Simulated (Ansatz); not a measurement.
# HfPdSe4: the cost of one run

Method: DFT PBE, scalar-relativistic, plane waves, PAW, in Ansatz 0.2.0.

1 further run of the same task is left out (it didn't finish).

## 1. Starting point

It takes space group I422 (No. 97, tetragonal). Conventional cell: a = 6.879 Å, b = 6.879 Å, c = 5.517 Å, α = 90.00°, β = 90.00°, γ = 90.00°. Hf (site symmetry 422) has 2 Pd at 2.76 Å and 8 Se at 2.92 Å as nearest neighbours. Pd (site symmetry 422) has 2 Hf at 2.76 Å and 8 Se at 2.92 Å as nearest neighbours. Se (site symmetry 2) has 2 Hf at 2.92 Å and 2 Pd at 2.92 Å as nearest neighbours.

Coordinates:

```xyz
6
Lattice="-3.4395 3.4395 2.7584 3.4395 -3.4395 2.7584 3.4395 3.4395 -2.7584" Properties=species:S:1:pos:R:3 pbc="T T T"
Hf    0.0000    0.0000    2.7584
Pd    0.0000    0.0000    0.0000
Se    1.1211    4.5606    1.3792
Se   -1.1211    2.3184    1.3792
Se    4.5606   -1.1211    1.3792
Se    2.3184    1.1211    1.3792
```

A structure generator made this guess: species swapped into a database cell of MnFeSn4 (I422, No. 97), with Hf on the Mn sites, Pd on the Fe sites and Se on the Sn sites. The dimensions are guesses.

## 2. A first look at the guess

input.yaml

```yaml
crystal:
  lattice:
    - [-3.43951216, 3.43951216, 2.75841293]
    - [3.43951216, -3.43951216, 2.75841293]
    - [3.43951216, 3.43951216, -2.75841293]
  atoms:
    - { symbol: Hf, position: [0.5, 0.5, 0.0] }
    - { symbol: Pd, position: [0.0, 0.0, 0.0] }
    - { symbol: Se, position: [0.91297162, 0.41297162, 0.82594323] }
    - { symbol: Se, position: [0.58702838, 0.08702838, 0.17405677] }
    - { symbol: Se, position: [0.08702838, 0.91297162, 0.5] }
    - { symbol: Se, position: [0.41297162, 0.58702838, 0.5] }
basis:
  ecutwfc: 420
kpoints:
  mp_grid: { grid: [4, 4, 4] }
hamiltonian:
  xc: pbe
scf:
  occupations: { method: gaussian, width: 0.1 }
  lower_state_search: "off"
output:
  forces: true
  stress: true
  eigenvalues: true
```

On the command line:

```sh
ansatz run input.yaml --threads 1 --pin off --max-ram 2560MiB --backend cpu --events-out ev --progress --plain --runs-dir out
```

Q: Estimate wall time and peak memory on 1 thread of AMD EPYC 9R45 (Zen 5), shared host.

About 3.7 s, with a peak of 0.46 GiB.
